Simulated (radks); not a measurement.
# Mn⁴⁺ in [Ne] 3s1.5 3p6 3d3 4f0.5: an all-electron calculation

The task here is to estimate one member of a computed series from the others.

Program: radks (a radial shooting solver on a logarithmic mesh, Libxc functionals) version 1. Level of theory: scalar-relativistic Kohn-Sham, PBEsol, spin-polarised, spherical densities, finite nucleus; open shells are filled with parallel spins first. These are calculated values, not measurements, unless marked.

## The atom as given

* element: manganese (Z = 25)
* charge: +4
* electrons: 21
* configuration: [Ne] 3s1.5 3p6 3d3 4f0.5
* nuclear rms radius: 3.7057 fm

The first run:

The run's settings:

```text
Z 25
configuration [Ne] 3s1.5 3p6 3d3 4f0.5
relativity scalar-relativistic
functional pbe_sol,pbe_sol
spin polarised
nucleus finite rms 3.7057 fm
c 137.035999084
```

One of the session's tables, all rows but one given; the rest of the session is left out.

It belongs to the step «Radial structure». Radial moments (bohr):

```
  level      <r>  outermost maximum (interpolated)  90 % within  nodes
  1s up  0.06095                            0.0399        0.109      0
1s down  0.06095                            0.0399        0.109      0
  2s up   0.2798                             0.233        0.434      1
2s down   0.2793                             0.233        0.433      1
  2p up   0.2474                             0.188        0.406      0
2p down   0.2469                             0.188        0.405      0
  3s up   0.8258                             0.727         1.23      2
3s down   0.8297                             0.729         1.23      2
  3p up   0.8584                             0.737         1.30      1
3p down   0.8645                             0.739         1.32      1
  3d up   0.9275                             0.703         1.51      0
3d down        ?                                 ?            ?      ?
  4f up    3.564                              3.23         5.23      0
```

Q: Estimate the row for 3d down from the others.

As computed: <r>: 0.9459; outermost maximum (interpolated): 0.710; 90 % within: 1.54; nodes: 0. In the column «<r>» it lies between 3d up (0.9275) and 4f up (3.564).
